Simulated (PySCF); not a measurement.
**RbSe: spin, charge, geometry and surroundings**

Aim: change spin, charge, geometry, field or solvent of RbSe, one at a time, and compare with the base run.

Computed with PySCF 2.14.0. Level: each script names its method and basis.

4 further runs of the same task are left out: 2 for a known fault of the program, 2 that didn't finish.

### Step 1. The starting structure

RbSe: 2 atoms, charge 0, spin multiplicity 2.

Bond lengths: Rb1–Se2 2.953 Å.

### Step 2. The run that the others are compared with

input.py

```python
from pyscf import gto, scf

mol = gto.M(
    atom='Rb 0 0 0; Se 0 0 2.953',
    basis='ano-rcc-vdzp',
    charge=0,
    spin=1,
    verbose=3,
)
mf = scf.UHF(mol)
mf = mf.sfx2c1e()
mf.kernel()
mf.dip_moment()
print('orbital energies (hartree):', [e[max(0, n-3):n+3].round(4) for e, n in zip(mf.mo_energy, mol.nelec)])
```

Launch:

```bash
OMP_NUM_THREADS=1 python input.py
```

The log of this run is left out.

It gives: E(SCF) = -5407.197066 Eh, ⟨S²⟩ = 0.758, μ = 12.41 D.

The bond length is a typed value, not an optimised one.

### Step 3. Quartet

Run 1 changes spin (2S): 1 → 3.

input.py

```python
from pyscf import gto, scf

mol = gto.M(
    atom='Rb 0 0 0; Se 0 0 2.953',
    basis='ano-rcc-vdzp',
    charge=0,
    spin=3,
    verbose=3,
)
mf = scf.UHF(mol)
mf = mf.sfx2c1e()
mf.kernel()
mf.dip_moment()
print('orbital energies (hartree):', [e[max(0, n-3):n+3].round(4) for e, n in zip(mf.mo_energy, mol.nelec)])
```

Launch:

```bash
OMP_NUM_THREADS=1 python input.py
```

### Step 4. Charge +1 (triplet)

Run 2 changes charge: 0 → 1; spin (2S): 1 → 2.

input.py, as its differences from that of step 2:

```diff
@@ -5,4 +5,4 @@
     basis='ano-rcc-vdzp',
-    charge=0,
-    spin=1,
+    charge=1,
+    spin=2,
     verbose=3,
```

### Step 5. Bond 2.599 Å

Run 3 changes bond length: 2.953 Å → 2.599 Å.

input.py, as its differences from that of step 2:

```diff
@@ -3,3 +3,3 @@
 mol = gto.M(
-    atom='Rb 0 0 0; Se 0 0 2.953',
+    atom='Rb 0 0 0; Se 0 0 2.599',
     basis='ano-rcc-vdzp',
```

### Step 6. Bond 3.042 Å

Run 4 changes bond length: 2.953 Å → 3.042 Å.

input.py, as its differences from that of step 2:

```diff
@@ -3,3 +3,3 @@
 mol = gto.M(
-    atom='Rb 0 0 0; Se 0 0 2.953',
+    atom='Rb 0 0 0; Se 0 0 3.042',
     basis='ano-rcc-vdzp',
```

Before running it: what results should come out? Wanted: for each run, E(SCF); from base; gap, α spin; SCF dipole.

The runs gave:

```
                run  E(SCF) (hartree)  from base (eV)  gap, α spin (eV)  SCF dipole (D)
               base      -5407.197066               0              6.72           12.41
            quartet      -5407.128812         +1.8573              4.08            3.65
charge +1 (triplet)      -5406.999399         +5.3788             11.52             n/a
       bond 2.599 Å      -5407.177180         +0.5411              7.34           10.67
       bond 3.042 Å      -5407.207865         -0.2938              6.79           12.41
```

**Reading.** The largest comparable shift of the SCF energy, +1.857 eV, comes with the run “quartet”. The quartet solution found lies 1.86 eV above the base doublet at this geometry and level. At the SCF level, going to the triplet with one electron fewer costs 5.38 eV at fixed geometry, which need not be the lowest ionisation.
